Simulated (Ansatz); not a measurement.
# YbBi: the cost of one run

Method: DFT LDA with spin–orbit coupling, plane waves, PAW, in Ansatz 0.2.0.

7 further runs of the same task are left out: 7 set aside as unsound or not needed.

### Step 1. The structure to begin with

The structure is cubic, space group Pm-3m (No. 221). The conventional cell has a = 3.842 Å, b = 3.842 Å, c = 3.842 Å, α = 90.00°, β = 90.00°, γ = 90.00°. Yb (site symmetry m-3m) is surrounded by 8 Bi at 3.33 Å. Bi (site symmetry m-3m) is surrounded by 8 Yb at 3.33 Å.

Coordinates:

```cif
data_structure
_symmetry_space_group_name_H-M 'P 1'
_symmetry_Int_Tables_number 1
_cell_length_a 3.8419
_cell_length_b 3.8419
_cell_length_c 3.8419
_cell_angle_alpha 90.000
_cell_angle_beta 90.000
_cell_angle_gamma 90.000
_cell_volume 56.71
loop_
_atom_site_label
_atom_site_type_symbol
_atom_site_fract_x
_atom_site_fract_y
_atom_site_fract_z
_atom_site_occupancy
Yb1 Yb 0.00000 0.00000 0.00000 1
Bi1 Bi 0.50000 0.50000 0.50000 1
```

This cell comes from an earlier session at LDA+U (U_eff = 7 eV on Yb 4f), without spin–orbit coupling: 28.353 Å³/atom at -0.02 GPa, on a 8×8×8 mesh, no gap, no moment left.

### Step 2. Spin-orbit coupling: bands, spin texture, Fermi surface

The input, input.yaml:

```yaml
crystal:
  lattice:
    - [3.8418803815, 0.0, 0.0]
    - [0.0, 3.8418803815, 0.0]
    - [0.0, 0.0, 3.8418803815]
  atoms:
    - { symbol: Yb, position: [0.0, 0.0, 0.0] }
    - { symbol: Bi, position: [0.5, 0.5, 0.5] }
basis:
  ecutwfc: 420
  ecutrho_ratio: 4
kpoints:
  mp_grid: { grid: [8, 8, 8] }
  band_path:
    path:
      - [[0.0, 0.0, 0.0], [0.0, 0.5, 0.0], [0.5, 0.5, 0.0], [0.0, 0.0, 0.0], [0.5, 0.5, 0.5], [0.0, 0.5, 0.0]]
      - [[0.5, 0.5, 0.5], [0.5, 0.5, 0.0]]
    npoints: 10
hamiltonian:
  xc: lda
scf:
  occupations: { method: gaussian, width: 0.05 }
output:
  forces: true
  stress: true
  eigenvalues: true
  populations: true
  hubbard: { sites: [{ species: Yb, l: f }] }
  eigenstates:
    nscf_kmesh: { grid: [14, 14, 14] }
    de_dk: true
    e_range: [-2.5, 2.5]
  write_density: true
  write_potential: true
  elf: true
  volumetric_format: npy
magnetization:
  noncollinear: true
  spin_orbit: true
```

Run with:

```
$ ansatz run input.yaml --threads 4 --pin off --max-ram 9216MiB --backend cpu --events-out ev --progress --plain --runs-dir out
```

**Question.** How long does this run take on 4 threads of Arm Neoverse V1, shared host, and how much memory does it need?

About 42 s, with a peak of 0.76 GiB.
